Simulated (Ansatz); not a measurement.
# CuGaSe2: a single-point run

The task is a single-point run on CuGaSe2. The structure is shown as the input types it. The cell is built on a prototype (ordering on rocksalt) and needn't be the phase found in nature.

Program: Ansatz 0.2.0. Level of theory: density functional or hybrid calculation with the settings of its input, plane waves (as first typed). These are calculated values, not measurements.

6 further runs of the same task are left out: 2 for a known fault of the program, 4 that didn't finish.

## Step 1: The system as given

The structure is trigonal, space group R-3m (No. 166). The conventional cell has a = 3.717 Å, b = 3.717 Å, c = 18.221 Å, α = 90.00°, β = 90.00°, γ = 120.00°. Around Cu (site symmetry -3m) lie 6 Se at 2.61 Å. Ga (site symmetry -3m) is surrounded by 6 Se at 2.64 Å. Around Se (site symmetry 3m) lie 3 Cu at 2.61 Å and 3 Ga at 2.64 Å.

The input asks for a charge of -1 e on the cell.

Structure file:

```cif
data_structure
_symmetry_space_group_name_H-M 'R-3m:H'
_symmetry_Int_Tables_number 166
_cell_length_a 3.7172
_cell_length_b 3.7172
_cell_length_c 18.2208
_cell_angle_alpha 90.000
_cell_angle_beta 90.000
_cell_angle_gamma 120.000
_cell_volume 218.04
loop_
_atom_site_label
_atom_site_type_symbol
_atom_site_symmetry_multiplicity
_atom_site_Wyckoff_symbol
_atom_site_fract_x
_atom_site_fract_y
_atom_site_fract_z
_atom_site_occupancy
Cu1 Cu 3 a 0.00000 0.00000 0.00000 1
Ga1 Ga 3 b 0.33333 0.66667 0.16667 1
Se1 Se 6 c 0.00000 0.00000 0.25135 1
```

## Step 2: The calculation

The input, input.yaml:

```yaml
crystal:
  lattice:
    - [1.858613338, 1.0730709111, 6.0736082042]
    - [-1.858613338, 1.0730709111, 6.0736082042]
    - [0.0, -2.1461418219, 6.0736082042]
  atoms:
    - { symbol: Cu, position: [1.0, 0.0, 0.0] }
    - { symbol: Ga, position: [0.5, 0.5, 0.5] }
    - { symbol: Se, position: [0.2513530216, 0.2513530216, 0.2513530216] }
    - { symbol: Se, position: [0.7486469784, 0.7486469784, 0.7486469784] }
kpoints:
  mp_grid: { grid: [6, 6, 6] }
hamiltonian:
  xc: r2scan
scf:
  occupations: { method: fermi_dirac, width: 0.02 }
  n_extra_bands: 5
  max_iter: 92
output:
  forces: true
  stress: true
  eigenvalues: true
total_charge: -1
```

Started as:

```sh
> ansatz run input.yaml --threads 4 --pin off --max-ram 3686MiB --backend cpu --events-out ev --progress --plain --runs-dir out
```

What happens when this is run?

This run ends as converged. That alone doesn't make the input a sound one.

Look at the input: total_charge is -1. The net charge is not the one intended, so the run treats another number of electrons.

To check: delete total_charge (the default then holds).
